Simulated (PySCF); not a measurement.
# BrClGaH: runs on many settings

Aim: see how BrClGaH (`[Cl][GaH][Br]`) answers to the choice of functional, basis, grid and SCF options.

The runs use PySCF 2.14.0, with density-fitted response routines of our own; the level of theory stands in each step. All values are computed, except where a source is named. Atoms count from 0, in the outputs and in this text.

## Step 1: The starting structure

4 atoms, charge 0, multiplicity 1; geometry from: GFN2-xTB.

Bonds of the start (Å): Cl0–Ga1 2.08, Ga1–Br2 2.28, Ga1–H3 1.55.

## Step 2: Shielding tensors: PBE0/pcSseg-1

What the job is given:

```
{"job": {"kind": "nmr", "xc": "PBE0", "basis": "pcSseg-1"}, "charge": 0, "multiplicity": 1}
Cl    -1.668992    -1.220567    -0.018310
Ga    -0.107865     0.150347    -0.006432
Br     2.037728    -0.616392     0.007065
H     -0.250637     1.691384    -0.005177
```

Level: GIAO PBE0/pcSseg-1 NMR shielding, non-relativistic, gas phase.

Started as:

```sh
$ OMP_NUM_THREADS=1 python probes_run.py task.json out
```

The driver reads the jobs from task.json and runs them one after another.

The program printed:

```text
coarse grid: 23536 points
cycle   1  E = -4958.6124512781  dE = -1.528e+00  |g| = 1.218e+00  |ddm| = 2.226e+00
cycle   2  E = -4958.5244372350  dE =  8.801e-02  |g| = 1.310e+00  |ddm| = 1.343e+00
cycle   3  E = -4958.7124867072  dE = -1.880e-01  |g| = 2.178e-01  |ddm| = 9.415e-01
cycle   4  E = -4958.7183971552  dE = -5.910e-03  |g| = 4.375e-02  |ddm| = 1.598e-01
cycle   5  E = -4958.7185628641  dE = -1.657e-04  |g| = 7.398e-03  |ddm| = 3.643e-02
cycle   6  E = -4958.7185751662  dE = -1.230e-05  |g| = 1.802e-03  |ddm| = 1.161e-02
cycle   7  E = -4958.7185760975  dE = -9.313e-07  |g| = 5.338e-04  |ddm| = 2.620e-03
final grid: 43488 points
cycle   8  E = -4958.7185501704  dE = -2.003e-08  |g| = 6.181e-04  |ddm| = 1.369e-03
cycle   9  E = -4958.7185501316  dE =  3.887e-08  |g| = 7.484e-04  |ddm| = 1.408e-03
cycle  10  E = -4958.7185502674  dE = -1.359e-07  |g| = 1.068e-04  |ddm| = 7.559e-04
cycle  11  E = -4958.7185502684  dE = -9.986e-10  |g| = 7.426e-06  |ddm| = 5.360e-05
converged SCF energy = -4958.7185502684

GIAO shielding tensors (ppm)
atom      isotropic    diamagn.    paramagn.     s11        s22        s33       span
  0 Cl     835.647    1148.289    -312.643    613.485    943.746    949.709    336.224
  1 Ga    1269.461    2637.471   -1368.010   1159.675   1310.455   1338.252    178.576
  2 Br    2382.650    3125.512    -742.862   1879.791   2517.587   2750.573    870.783
  3 H       25.047      26.220      -1.174     17.673     19.752     37.715     20.042
```

Run time: 7 s. Hardware: 1 thread of Arm Neoverse V2, shared host; peak memory 0.57 GiB.

Shifts follow as δ = σ(reference) − σ, with reference shieldings (ppm) from runs at the same level and on the same kind of geometry: ¹H TMS 31.72, ³⁵Cl HCl 950, ⁷⁹Br HBr 2622. The references are single molecules in the gas phase.

| atoms | environment | σ (ppm) | δ (ppm) |
| --- | --- | --- | --- |
| H3 | hydrogen on a Ga bonded to Br, Cl | 25.05 | 6.67 |
| Cl0 | chlorine bonded to Ga | 836 | 114 |
| Ga1 | Ga bonded to Br, Cl, H | 1269 | – |
| Br2 | bromine bonded to Ga | 2383 | 239 |

Charges from the same density, by scheme (e):

```csv
atoms,Mulliken,IAO,Hirshfeld,ESP fit
Cl0,-0.34,-0.28,-0.17,-0.23
Ga1,0.82,0.64,0.44,0.58
Br2,-0.40,-0.24,-0.17,-0.23
```

Mayer bond orders: Cl0–Ga1 1.00, Ga1–Br2 0.94.

## Step 3: TDDFT and polarisability: PBE0/def2-SVPD

What the job is given:

```
{"job": {"kind": "uv", "xc": "PBE0", "basis": "def2-SVPD", "nstates": 6, "ntriplets": 2}, "charge": 0, "multiplicity": 1}
Cl    -1.668992    -1.220567    -0.018310
Ga    -0.107865     0.150347    -0.006432
Br     2.037728    -0.616392     0.007065
H     -0.250637     1.691384    -0.005177
```

Method: TDDFT PBE0/def2-SVPD, vertical, gas phase, core orbitals frozen in the response.

The program printed:

```text
coarse grid: 23536 points
cycle   1  E = -4958.4663004536  dE = -1.365e+00  |g| = 5.644e-01  |ddm| = 2.528e+00
cycle   2  E = -4958.4167387298  dE =  4.956e-02  |g| = 7.873e-01  |ddm| = 1.457e+00
cycle   3  E = -4958.5208494375  dE = -1.041e-01  |g| = 4.095e-02  |ddm| = 8.526e-01
cycle   4  E = -4958.5210443688  dE = -1.949e-04  |g| = 1.071e-02  |ddm| = 3.726e-02
cycle   5  E = -4958.5210676675  dE = -2.330e-05  |g| = 3.387e-03  |ddm| = 1.890e-02
cycle   6  E = -4958.5210716901  dE = -4.023e-06  |g| = 4.732e-04  |ddm| = 5.724e-03
final grid: 43488 points
cycle   7  E = -4958.5210488655  dE = -1.570e-08  |g| = 5.733e-04  |ddm| = 1.554e-03
cycle   8  E = -4958.5210488395  dE =  2.605e-08  |g| = 6.966e-04  |ddm| = 1.617e-03
cycle   9  E = -4958.5210489482  dE = -1.087e-07  |g| = 4.383e-05  |ddm| = 8.336e-04
cycle  10  E = -4958.5210489485  dE = -3.511e-10  |g| = 8.979e-06  |ddm| = 4.664e-05
converged SCF energy = -4958.5210489485

Static polarisability (au): isotropic 63.032, principal 48.196 61.527 79.374

Singlet excitations
state   eV       nm        f      main configurations
  1   5.3975    229.7   0.00085   H->L 0.99
  2   5.9693    207.7   0.00130   H-2->L 0.99
  3   5.9804    207.3   0.02727   H-1->L 0.80, H->L+1 0.12
  4   6.1616    201.2   0.04394   H->L+1 0.84, H-1->L 0.12
  5   6.3311    195.8   0.01262   H-1->L+1 0.98
  6   6.9673    178.0   0.14564   H-2->L+1 0.84

Triplet excitations (Tamm-Dancoff, eV): 5.2279 5.4001
```

Run time: 5.7 s. Hardware: 1 thread of Arm Neoverse V2, shared host; peak memory 0.5 GiB.

The orbitals next to the gap, with their largest atomic shares:

```csv
orbital,eV,atoms
HOMO−3,-10.04,"Cl0 85 %, Ga1 11 %, Br2 4 %"
HOMO−2,-9.23,"Cl0 51 %, Br2 23 %, Ga1 15 %"
HOMO−1,-8.89,"Br2 85 %, Ga1 9 %, Cl0 5 %"
HOMO,-8.59,"Br2 84 %, Ga1 10 %"
LUMO,-1.83,"Ga1 56 %, Br2 17 %, Cl0 16 %"
LUMO+1,-1.18,"Ga1 39 %, Br2 24 %, Cl0 20 %"
LUMO+2,0.26,"Ga1 69 %, Cl0 11 %, Br2 11 %"
```

With each of the 6 states as a Gaussian band of 0.4 eV half-width at 1/e, the curve within the window shown has maxima at 202 nm (ε 3,300), 179 nm (ε 6,000) L/(mol cm). Beyond the last state computed it falls off for lack of states. The curve at chosen wavelengths:

```csv
nm,ε (L/mol/cm)
171,3363
174,4889
178,5956
181,5699
185,4478
188,3564
192,2951
195,2942
199,3167
202,3251
206,3053
209,2682
213,2029
216,1530
220,964
223,646
227,359
230,225
234,121
237,76
241,43
244,29
248,17
251,11
255,7
258,4
```

Further results of this job:

| property | computed |
| --- | --- |
| dipole moment (D) | 1.41 |
| polarisability (Å³) | 9.34 |
| HOMO–LUMO gap (eV) | 6.76 |
| −ε(HOMO) (eV) | 8.59 |

## Step 4: TDDFT and polarisability: WP04/def2-SVPD

What the job is given:

```
{"job": {"kind": "uv", "xc": "WP04", "basis": "def2-SVPD", "nstates": 12, "ntriplets": 2, "tda": false, "scf": {"conv": 1e-06}, "grid": 4}, "charge": 0, "multiplicity": 1}
Cl    -1.668992    -1.220567    -0.018310
Ga    -0.107865     0.150347    -0.006432
Br     2.037728    -0.616392     0.007065
H     -0.250637     1.691384    -0.005177
```

Method: TDDFT WP04/def2-SVPD, vertical, gas phase, core orbitals frozen in the response.

The program printed:

```text
final grid: 104968 points
cycle   1  E = -4986.6767792479  dE = -1.360e+00  |g| = 5.268e-01  |ddm| = 2.591e+00
cycle   2  E = -4986.5962231318  dE =  8.056e-02  |g| = 7.717e-01  |ddm| = 1.801e+00
cycle   3  E = -4986.7449293845  dE = -1.487e-01  |g| = 1.044e-01  |ddm| = 1.099e+00
cycle   4  E = -4986.7468564267  dE = -1.927e-03  |g| = 1.869e-02  |ddm| = 1.188e-01
cycle   5  E = -4986.7468934514  dE = -3.702e-05  |g| = 6.265e-03  |ddm| = 2.766e-02
cycle   6  E = -4986.7469071937  dE = -1.374e-05  |g| = 8.185e-04  |ddm| = 8.387e-03
cycle   7  E = -4986.7469073685  dE = -1.747e-07  |g| = 1.637e-04  |ddm| = 1.363e-03
converged SCF energy = -4986.7469073685

Static polarisability (au): isotropic 59.578, principal 44.565 58.272 75.898

Singlet excitations
state   eV       nm        f      main configurations
  1   5.3780    230.5   0.00035   H->L 1.00
  2   5.7490    215.7   0.01389   H->L+1 0.86, H-1->L 0.12
  3   5.9282    209.1   0.03451   H-1->L 0.79, H->L+1 0.13
  4   5.9495    208.4   0.00654   H-1->L+1 0.98
  5   6.0843    203.8   0.00170   H-2->L 0.98
  6   6.7282    184.3   0.10908   H-2->L+1 0.82, H-4->L+1 0.12
  7   7.0408    176.1   0.02057   H-3->L 0.93
  8   7.0722    175.3   0.01588   H-3->L+1 0.98
  9   7.2127    171.9   0.00204   H-4->L 0.99
 10   7.7074    160.9   0.00778   H-5->L 0.98
 11   7.9250    156.4   0.10915   H-4->L+1 0.61, H->L+2 0.28
 12   8.3101    149.2   0.14682   H->L+3 0.51, H->L+2 0.31, H-4->L+1 0.11

Triplet excitations (Tamm-Dancoff, eV): 5.2673 5.3542
```

Run time: 8.1 s. Hardware: 1 thread of Arm Neoverse V2, shared host; peak memory 0.59 GiB.

This run: HOMO -9.52 eV, LUMO -3.50 eV; lowest singlet 5.38 eV.

## Step 5: Ultraviolet spectrum: CAM-B3LYP/def2-SVPD

What the job is given:

```
{"job": {"kind": "uv", "xc": "CAM-B3LYP", "basis": "def2-SVPD", "nstates": 6, "ntriplets": 2, "tda": false}, "charge": 0, "multiplicity": 1}
Cl    -1.668992    -1.220567    -0.018310
Ga    -0.107865     0.150347    -0.006432
Br     2.037728    -0.616392     0.007065
H     -0.250637     1.691384    -0.005177
```

With the program's defaults for keys left out, this is: TDDFT CAM-B3LYP/def2-SVPD, vertical, gas phase, core orbitals frozen in the response.

The program printed:

```text
coarse grid: 23536 points
cycle   1  E = -4959.4110923427  dE = -1.377e+00  |g| = 5.941e-01  |ddm| = 2.359e+00
cycle   2  E = -4959.4000493796  dE =  1.104e-02  |g| = 7.123e-01  |ddm| = 1.356e+00
cycle   3  E = -4959.4762382206  dE = -7.619e-02  |g| = 3.582e-02  |ddm| = 6.835e-01
cycle   4  E = -4959.4764232901  dE = -1.851e-04  |g| = 8.542e-03  |ddm| = 4.614e-02
cycle   5  E = -4959.4764478612  dE = -2.457e-05  |g| = 2.830e-03  |ddm| = 1.720e-02
cycle   6  E = -4959.4764501935  dE = -2.332e-06  |g| = 6.192e-04  |ddm| = 5.039e-03
final grid: 43488 points
cycle   7  E = -4959.4764116308  dE = -1.111e-07  |g| = 4.985e-04  |ddm| = 1.540e-03
cycle   8  E = -4959.4764116466  dE = -1.580e-08  |g| = 4.805e-04  |ddm| = 1.259e-03
cycle   9  E = -4959.4764117016  dE = -5.504e-08  |g| = 6.686e-05  |ddm| = 5.755e-04
cycle  10  E = -4959.4764117022  dE = -5.684e-10  |g| = 1.366e-05  |ddm| = 5.895e-05
converged SCF energy = -4959.4764117022

Static polarisability (au): isotropic 62.686, principal 48.005 61.389 78.663

Singlet excitations
state   eV       nm        f      main configurations
  1   5.5887    221.8   0.00114   H->L 0.97
  2   6.0841    203.8   0.00143   H-2->L 0.97
  3   6.1801    200.6   0.02302   H-1->L 0.72, H->L+1 0.18
  4   6.3221    196.1   0.04884   H->L+1 0.74, H-1->L 0.18
  5   6.4813    191.3   0.01411   H-1->L+1 0.94
  6   7.1299    173.9   0.16594   H-2->L+1 0.80

Triplet excitations (Tamm-Dancoff, eV): 5.4005 5.6268
```

Wall time 6.8 s (1 thread of Arm Neoverse V2, shared host); peak memory 0.52 GiB.

Key values: HOMO -9.88 eV, LUMO -0.90 eV; lowest singlet 5.59 eV.

## Step 6: Shielding tensors: wB97X-D/aug-pcSseg-1

What the job is given:

```
{"job": {"kind": "nmr", "xc": "wB97X-D", "basis": "aug-pcSseg-1", "pop": false, "scf": {"aux": "def2-qzvpp-jkfit"}}, "charge": 0, "multiplicity": 1}
Cl    -1.668992    -1.220567    -0.018310
Ga    -0.107865     0.150347    -0.006432
Br     2.037728    -0.616392     0.007065
H     -0.250637     1.691384    -0.005177
```

Level: GIAO wB97X-D/aug-pcSseg-1 NMR shielding, non-relativistic, gas phase.

The program printed:

```text
final grid: 43488 points
cycle   1  E = -4959.4509225589  dE = -1.566e+00  |g| = 1.169e+00  |ddm| = 2.379e+00
cycle   2  E = -4959.4465639395  dE =  4.359e-03  |g| = 1.078e+00  |ddm| = 1.280e+00
cycle   3  E = -4959.5564417302  dE = -1.099e-01  |g| = 1.525e-01  |ddm| = 7.086e-01
cycle   4  E = -4959.5580576448  dE = -1.616e-03  |g| = 2.632e-02  |ddm| = 7.295e-02
cycle   5  E = -4959.5581305343  dE = -7.289e-05  |g| = 4.101e-03  |ddm| = 2.474e-02
cycle   6  E = -4959.5581370582  dE = -6.524e-06  |g| = 1.428e-03  |ddm| = 1.149e-02
cycle   7  E = -4959.5581378062  dE = -7.480e-07  |g| = 3.107e-04  |ddm| = 3.563e-03
cycle   8  E = -4959.5581378454  dE = -3.914e-08  |g| = 9.564e-05  |ddm| = 5.299e-04
cycle   9  E = -4959.5581378500  dE = -4.675e-09  |g| = 2.338e-05  |ddm| = 2.195e-04
cycle  10  E = -4959.5581378503  dE = -3.020e-10  |g| = 9.482e-06  |ddm| = 6.474e-05
converged SCF energy = -4959.5581378503

GIAO shielding tensors (ppm)
atom      isotropic    diamagn.    paramagn.     s11        s22        s33       span
  0 Cl     847.778    1149.429    -301.651    634.260    949.809    959.265    325.004
  1 Ga    1262.574    2628.954   -1366.380   1175.248   1281.542   1330.933    155.686
  2 Br    2414.797    3128.388    -713.591   1940.439   2515.347   2788.606    848.167
  3 H       25.105      24.785       0.320     17.638     19.877     37.801     20.163
```

It took 9.6 s on 1 thread of Arm Neoverse V2, shared host; peak memory 0.75 GiB.

Key values: σ Cl0 848, Ga1 1263, Br2 2415, H3 25.11 ppm.

## Step 7: Comparing the runs: NMR shifts

Isotropic shieldings (ppm), with basis size and wall time:

```csv
run,H3,Cl0,Ga1,Br2,functions,time
PBE0/pcSseg-1,25.05,836,1269,2383,111,7 s
wB97X-D/aug-pcSseg-1,25.11,848,1263,2415,142,9.6 s
```

## Step 8: Run by run: electronic excitations

Excitations and ground-state properties, with basis size and wall time:

| run | lowest singlet (eV) | brightest (eV) | f | gap (eV) | α (Å³) | μ (D) | functions | time |
| --- | --- | --- | --- | --- | --- | --- | --- | --- |
| PBE0/def2-SVPD | 5.40 | 6.97 | 0.146 | 6.76 | 9.34 | 1.41 | 114 | 5.7 s |
| WP04/def2-SVPD | 5.38 | 8.31 | 0.147 | 6.02 | 8.83 | 1.45 | 114 | 8.1 s |
| CAM-B3LYP/def2-SVPD | 5.59 | 7.13 | 0.166 | 8.98 | 9.29 | 1.46 | 114 | 6.8 s |

## Step 9: Summary of results

```
                                quantity                        value
   ¹H shifts against TMS (PBE0/pcSseg-1)                     6.67 ppm
 ³⁵Cl shifts against HCl (PBE0/pcSseg-1)                      114 ppm
 ⁷⁹Br shifts against HBr (PBE0/pcSseg-1)                      239 ppm
        shieldings of Ga (PBE0/pcSseg-1)               Ga1 1269.5 ppm
         lowest singlet (PBE0/def2-SVPD)  5.40 eV (230 nm), f = 0.001
brightest single state of those computed  state 6, 6.97 eV, f = 0.146
                          lowest triplet                      5.23 eV
           range of the shielding of Br2             2383 to 2415 ppm
             range of the lowest singlet              5.38 to 5.59 eV
```

In words: Single values in the summary come from the first run of each kind that ended normally (PBE0/pcSseg-1; PBE0/def2-SVPD), which need not be the best level. At PBE0/pcSseg-1: The largest span, 871 ppm, is at Br2, where the paramagnetic term is -743 ppm. The first singlet state (HOMO→LUMO 0.99) lies at 5.40 eV and is dark; of the 6 states computed, the strongest absorption comes from state 6 at 6.97 eV (the last computed, so partners may be missing). The lowest triplet lies 0.17 eV below the lowest singlet (triplets in Tamm-Dancoff, singlets in full TDDFT). In ppm, Br2 moves most: its shielding spreads over 32 ppm, from 2383 (PBE0/pcSseg-1) to 2415 (wB97X-D/aug-pcSseg-1). The lowest singlet runs from 5.38 eV (WP04/def2-SVPD) to 5.59 eV (CAM-B3LYP/def2-SVPD), while the orbital gap spans 6.02 to 8.98 eV: the excitation energy moves far less from run to run than the orbital gap does. The lowest state need not be the same one in every run. The runs solved for a few states only, so the brightest column depends on that window. Spin-orbit coupling is left out, which matters for shieldings and couplings at and beside the heavy atoms.
